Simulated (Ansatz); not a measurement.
# HfH2 (singlet): from Hartree-Fock to the top rungs at scale of all distances = 1.133, def2-SVP

The task here is to estimate one member of a computed series from the others.

The runs use Ansatz 0.2.0, Gaussian basis; def2-SVP, core rule «outside noble gas», up to 4 orbitals frozen.

The runs, in order: UHF; CCSD(T) on RHF; CCSD(T) on UHF; CISD; CCSDT(Q) on RHF; CCSDT(Q) on UHF; CASSCF and MRCISD+Q, 2 electrons in 2 orbitals; CASSCF and NEVPT2, 2 electrons in 2 orbitals; Full CI.

16 further runs of the same task are left out: 8 for a known fault of the program, 6 that didn't finish, 2 set aside as unsound or not needed.

**The geometry**

The geometry derives from a PBE0/def2-TZVP stationary point (not a proven minimum). All distances are scaled together. No spin-orbit coupling is included. Elements past krypton take def2 core potentials.

3 atoms, charge 0, spin multiplicity 1.

Atoms are counted from 1 here; the program's logs count them from 0.

Bond lengths: Hf1–H2 2.166 Å, Hf1–H3 2.166 Å. Angles: H2–Hf1–H3 180.0°.

Geometry (Å):

```mol
H2Hf
  3D, bonds by distance, orders not assigned

  3  2  0  0  0  0  0  0  0  0999 V2000
    0.0000    0.0000    0.0000 Hf  0  0
    0.0000    0.0000   -2.1661 H   0  0
    0.0000    0.0000    2.1661 H   0  0
  1  2  8  0
  1  3  8  0
M  END
```

The first run:

File in.yaml:

```yaml
crystal:
  periodic: [false, false, false]
  atoms:
    - {symbol: Hf, position_ang: [0.000000, 0.000000, 0.000000]}
    - {symbol: H, position_ang: [0.000000, 0.000000, -2.166069]}
    - {symbol: H, position_ang: [0.000000, 0.000000, 2.166069]}
basis:
  gaussian: {orbitals: def2-SVP}
magnetization: {spin_polarized: true, initial_magnetization: 0}
hamiltonian: {xc: hf}
output: {orbitals: {seedname: orbitals}}
```

Started as:

```bash
$ ansatz run in.yaml --threads 1 --pin off --events-out ev --progress --plain --max-ram 2393MiB
```

Among the steps run: UHF; CCSD(T) on RHF; CCSD(T) on UHF; CISD; CCSDT(Q) on RHF; CCSDT(Q) on UHF; CASSCF and MRCISD+Q, 2 electrons in 2 orbitals; CASSCF and NEVPT2, 2 electrons in 2 orbitals; Full CI.

One table of the session follows, with a row left open; its other results are not shown here.

| method | from FCI (kJ/mol) |
| --- | --- |
| RHF | +276.8 |
| UHF | +221.0 |
| RMP2 | +88.7 |
| UMP2 | +66.1 |
| CISD | +31.5 |
| RCCSD | +11.9 |
| UCCSD | +8.1 |
| RCCSD(T) | +3.8 |
| UCCSD(T) | +3.6 |
| RCCSDT | +0.3 |
| UCCSDT | +1.1 |
| RCCSDT(Q) | 0.0 |
| UCCSDT(Q) | +0.9 |
| CASSCF pair | +234.1 |
| NEVPT2 pair | ? |
| MRCISD pair | +24.8 |
| MRCISD+Q pair | -1.9 |
| FCI | 0 |

Q: Estimate the row for NEVPT2 pair from the others.

As computed: from FCI (kJ/mol): +84.2. In the column «from FCI (kJ/mol)» it lies between UMP2 (+66.1) and RMP2 (+88.7).

To keep in mind: The determinant is far from a pure spin state, so its energy mixes those of several spin states (harmless only where they are near-degenerate, as at dissociation). MRCISD+Q pair falls below full CI: the +Q correction isn't variational, and the cores differ from full CI's. Restricted and unrestricted rows rest on different reference determinants; where their highest levels disagree by more than a few hundredths of an eV, they describe different states and don't form one ladder.
